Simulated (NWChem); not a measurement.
**SnH2F (SMILES [F][SnH2]): levels of theory compared**

We compute a comparison of 4 runs (U-r2SCAN/def2-SVP, U-r2SCAN/def2-TZVPD, U-r2SCAN/def2-SVPD, U-r2SCAN/def2-TZVP) of SnH2F. 

The calculation is run with NWChem 7.3.0.

**1. The system as given**

SnH2F has 4 atoms, charge 0, and is taken as a doublet. SMILES: `[F][SnH2]`. The shape is that of a PBE0-D4/def2-TZVP optimisation.

Bond lengths: F1–Sn2 1.932 Å, Sn2–H3 1.726 Å, Sn2–H4 1.726 Å. Angles: F1–Sn2–H3 103.3°, F1–Sn2–H4 103.3°, H3–Sn2–H4 113.3°.

**2. Energy and forces at U-r2SCAN/def2-SVP (core potential) (run 1)**

File a.nw:

```
start a
title "FH2Sn r2SCAN"
memory stack 880 mb heap 220 mb global 1100 mb
charge 0

geometry noautosym nocenter noautoz
  F     -1.552600    -0.190000     0.640700
  Sn     0.028300    -0.242200    -0.468300
  H      1.184100    -1.054400     0.524100
  H      0.395700     1.426200    -0.716700
end

basis "ao basis" spherical bse
  * library def2-SVP
end

ecp bse
  Sn library def2-SVP
end

dft
  xc r2scan
  mult 2
  grid fine
  convergence energy 1e-08
  maxiter 100
  mulliken
  print low
end

task dft gradient
```

The run is started by

```bash
$ nwchem a.nw > a.out
```

The program printed:

```text
[...]
 d= 0,ls=0.0,diis     1   -315.1888384366 -3.86D+02  2.31D-02  1.39D-01     1.0
[...]
 d= 0,ls=0.0,diis    10   -315.2679022266 -4.27D-09  1.70D-06  1.54D-09     7.7
[...]
         Total DFT energy =     -315.267902226590
      One electron energy =     -659.199126103565
           Coulomb energy =      302.017794143474
    Exchange-Corr. energy =      -29.311536799748
 Nuclear repulsion energy =       71.224966533249
[...]
      Total Density - Mulliken Population Analysis
     ---------------------------------------------
    Atom       Charge   Shell Charges
 -----------   ------   -------------------------------------------------------
    1 F    9     9.44   1.99  1.12  0.84  3.31  2.17  0.00
    2 Sn  22    21.39   0.43  1.60  1.16  0.29  2.76  3.25  1.27  0.49  9.71  0.42
    3 H    1     1.09   0.68  0.40  0.01
    4 H    1     1.09   0.68  0.40  0.01
[...]
      <S2> =      0.7526 (Exact =     0.7500)
                         DFT ENERGY GRADIENTS
    atom               coordinates                        gradient
                 x          y          z           x          y          z
   1 F      -2.933989  -0.359048   1.210747    0.008494  -0.000289  -0.005973
   2 Sn      0.053479  -0.457692  -0.884959   -0.005332   0.002097   0.007555
   3 H       2.237625  -1.992527   0.990405   -0.002151   0.000895  -0.001689
   4 H       0.747765   2.695127  -1.354367   -0.001012  -0.002704   0.000106
 Task  times  cpu:        9.6s     wall:        9.6s
 Total times  cpu:        9.6s     wall:        9.6s
```

Run time: 10 s. Hardware: 1 thread of AMD EPYC 9R14 (Zen 4), shared host; peak memory 0.12 GiB.

**3. Energy and forces at U-r2SCAN/def2-TZVPD (core potential) (run 2)**

File fh2sn.xyz:

```xyz
4

F     -1.552600    -0.190000     0.640700
Sn     0.028300    -0.242200    -0.468300
H      1.184100    -1.054400     0.524100
H      0.395700     1.426200    -0.716700
```

File fh2sn.nw:

```
start fh2sn
memory stack 880 mb heap 220 mb global 1100 mb
geometry noautosym nocenter noautoz
  load fh2sn.xyz
end
basis spherical bse
  * library def2-TZVPD
end
ecp bse
  Sn library def2-TZVPD
end
dft
  xc r2scan
  mult 2
  grid fine
  convergence energy 1e-08
  iterations 100
  mulliken
  print low
end
task dft gradient
```

The run is started by

```bash
$ nwchem fh2sn.nw > fh2sn.out
```

The program printed:

```text
[...]
 d= 0,ls=0.0,diis     1   -315.3288015539 -3.87D+02  7.79D-03  1.76D-01     3.7
[...]
 d= 0,ls=0.0,diis    11   -315.4137925348 -4.62D-09  3.74D-07  8.26D-10    32.3
[...]
         Total DFT energy =     -315.413792534835
      One electron energy =     -659.336357204737
           Coulomb energy =      302.011307504180
    Exchange-Corr. energy =      -29.313709367528
 Nuclear repulsion energy =       71.224966533250
[...]
      Total Density - Mulliken Population Analysis
     ---------------------------------------------
    Atom       Charge   Shell Charges
 -----------   ------   -------------------------------------------------------
    1 F    9     9.51   0.77  1.20  0.62  0.95  0.42 -0.01  2.25  2.15  1.09  0.04  0.00  0.01 -0.00  0.00
    2 Sn  22    21.41   0.29 -0.78  1.58  0.91  1.02  0.53 -0.00 -0.40  6.38  0.71  0.87  0.14  8.87  1.13  0.12 -0.00  0.00  0.04
    3 H    1     1.04   0.22  0.55  0.25  0.01  0.01
    4 H    1     1.04   0.22  0.55  0.25  0.01  0.01
[...]
      <S2> =      0.7537 (Exact =     0.7500)
                         DFT ENERGY GRADIENTS
    atom               coordinates                        gradient
                 x          y          z           x          y          z
   1 F      -2.933989  -0.359048   1.210747    0.001931  -0.000282  -0.001787
   2 Sn      0.053479  -0.457692  -0.884959   -0.001951   0.000729   0.002672
   3 H       2.237625  -1.992527   0.990405   -0.000080   0.000067  -0.000585
   4 H       0.747765   2.695127  -1.354367    0.000100  -0.000514  -0.000300
 Task  times  cpu:       46.8s     wall:       46.8s
 Total times  cpu:       46.8s     wall:       46.8s
```

Wall time 47 s (1 thread of AMD EPYC 9R14 (Zen 4), shared host); peak memory 0.14 GiB.

**4. Energy and forces at U-r2SCAN/def2-SVPD (core potential) (run 3)**

File mol.nw:

```
start mol
title "FH2Sn"
memory total 2200 mb
geometry units au noautosym nocenter noautoz
F  -2.93398878 -0.35904796  1.21074753
Sn  0.05347925 -0.45769167 -0.88495874
H   2.23762470 -1.99252723  0.99040546
H   0.74776463  2.69512740 -1.35436671
end
basis spherical bse
F library def2-SVPD
Sn library def2-SVPD
H library def2-SVPD
end
ecp bse
Sn library def2-SVPD
end
dft
xc r2scan
mult 2
grid fine
convergence energy 1e-08
iterations 100
mulliken
noprint "final vectors analysis"
end
task dft gradient
```

The run is started by

```bash
$ nwchem mol.nw > mol.out
```

The program printed:

```text
[...]
          Wavefunction type:  spin polarized.
          No. of atoms     :     4
          No. of electrons :    33
[...]
          Charge           :     0
          Spin multiplicity:     2
[...]
          AO basis - number of functions:    71
[...]
              XC Information
              --------------
                      r^2SCAN Method XC Functional
               r^2SCAN metaGGA Exchange Functional  1.000
                     r^2SCAN Correlation Potential  1.000
[...]
 d= 0,ls=0.0,diis     1   -315.2028836404 -3.86D+02  1.35D-02  1.44D-01     1.5
[...]
 d= 0,ls=0.0,diis    10   -315.2829024984 -7.54D-09  1.56D-06  2.14D-09    11.7
[...]
         Total DFT energy =     -315.282902498414
      One electron energy =     -658.931100309252
           Coulomb energy =      301.702587776028
    Exchange-Corr. energy =      -29.279351397425
 Nuclear repulsion energy =       71.224961432234
[...]
      Total Density - Mulliken Population Analysis
     ---------------------------------------------
    Atom       Charge   Shell Charges
 -----------   ------   -------------------------------------------------------
    1 F    9     9.59   1.99  1.14  0.81  0.06  3.31  2.09  0.20  0.00  0.00
    2 Sn  22    21.38   0.43  1.60  1.17  0.32  0.01  2.76  3.25  1.24  0.49  9.71  0.40 -0.01
    3 H    1     1.01   0.68  0.32  0.01  0.00
    4 H    1     1.01   0.68  0.32  0.01  0.00
[...]
      <S2> =      0.7533 (Exact =     0.7500)
[...]
  wavefunction    = open shell
                         DFT ENERGY GRADIENTS
    atom               coordinates                        gradient
                 x          y          z           x          y          z
   1 F      -2.933989  -0.359048   1.210748    0.013960  -0.000648  -0.010164
   2 Sn      0.053479  -0.457692  -0.884959   -0.012417   0.001912   0.011688
   3 H       2.237625  -1.992527   0.990405   -0.001229   0.000814  -0.001483
   4 H       0.747765   2.695127  -1.354367   -0.000314  -0.002078  -0.000042
[...]
```

Run time: 17 s. Hardware: 1 thread of AMD EPYC 9R14 (Zen 4), shared host; peak memory 0.12 GiB.

**5. Energy and forces at U-r2SCAN/def2-TZVP (core potential) (run 4)**

File struct.nw:

```
start struct
title "FH2Sn"
memory total 2200 mb

geometry units angstrom noautosym nocenter noautoz
   F    -1.552600   -0.190000    0.640700
   Sn    0.028300   -0.242200   -0.468300
   H     1.184100   -1.054400    0.524100
   H     0.395700    1.426200   -0.716700
end

basis "ao basis" spherical bse
   F library def2-TZVP
   Sn library def2-TZVP
   H library def2-TZVP
end

ecp bse
   Sn library def2-TZVP
end

dft
   xc r2scan
   mult 2
   grid fine
   convergence energy 1e-08
   iterations 100
   mulliken
   noprint "final vectors analysis"
end

task dft gradient
```

The run is started by

```bash
$ nwchem struct.nw > struct.out
```

The program printed:

```text
[...]
          Wavefunction type:  spin polarized.
          No. of atoms     :     4
          No. of electrons :    33
[...]
          Charge           :     0
          Spin multiplicity:     2
[...]
          AO basis - number of functions:    93
[...]
              XC Information
              --------------
                      r^2SCAN Method XC Functional
               r^2SCAN metaGGA Exchange Functional  1.000
                     r^2SCAN Correlation Potential  1.000
[...]
 d= 0,ls=0.0,diis     1   -315.3278607584 -3.87D+02  1.03D-02  1.74D-01     2.4
[...]
 d= 0,ls=0.0,diis    11   -315.4122544370 -3.98D-09  3.56D-07  7.19D-10    21.4
[...]
         Total DFT energy =     -315.412254436957
      One electron energy =     -659.382156204549
           Coulomb energy =      302.062652851474
    Exchange-Corr. energy =      -29.317717617131
 Nuclear repulsion energy =       71.224966533249
[...]
      Total Density - Mulliken Population Analysis
     ---------------------------------------------
    Atom       Charge   Shell Charges
 -----------   ------   -------------------------------------------------------
    1 F    9     9.49   0.77  1.20  0.62  0.96  0.42  2.26  2.14  1.11  0.00  0.01  0.00
    2 Sn  22    21.41   0.29 -0.78  1.58  0.92  1.02  0.48 -0.40  6.38  0.71  0.89  0.14  8.87  1.13  0.14  0.00  0.05
    3 H    1     1.05   0.22  0.55  0.27  0.01
    4 H    1     1.05   0.22  0.55  0.27  0.01
[...]
      <S2> =      0.7533 (Exact =     0.7500)
[...]
  wavefunction    = open shell
                         DFT ENERGY GRADIENTS
    atom               coordinates                        gradient
                 x          y          z           x          y          z
   1 F      -2.933989  -0.359048   1.210747    0.001105  -0.000229  -0.001156
   2 Sn      0.053479  -0.457692  -0.884959   -0.000946   0.000725   0.002025
   3 H       2.237625  -1.992527   0.990405   -0.000153  -0.000011  -0.000550
   4 H       0.747765   2.695127  -1.354367   -0.000006  -0.000486  -0.000318
[...]
```

Run time: 30 s. Hardware: 1 thread of AMD EPYC 9R14 (Zen 4), shared host; peak memory 0.13 GiB.

**6. All runs side by side**

```csv
run,level,core potential,energy (Eh),⟨S²⟩,largest force (eV/Å),wall time
1,U-r2SCAN/def2-SVP (core potential),def2-SVP,-315.267902,0.753,0.534,10 s
2,U-r2SCAN/def2-TZVPD (core potential),def2-TZVPD,-315.413793,0.754,0.174,47 s
3,U-r2SCAN/def2-SVPD (core potential),def2-SVPD,-315.282902,0.753,0.889,17 s
4,U-r2SCAN/def2-TZVP (core potential),def2-TZVP,-315.412254,0.753,0.121,30 s
```

**7. Summary of results**

```
                       quantity          value
            run 4: total energy  -315.41225 Eh
           run 4: dipole moment         2.60 D
                    run 4: ⟨S²⟩          0.753
run 4: largest force on an atom     0.121 eV/Å
```

**Reading.** Over the runs the total energy spans 3.970 eV. All runs together took 1.7 min, the longest 47 s.
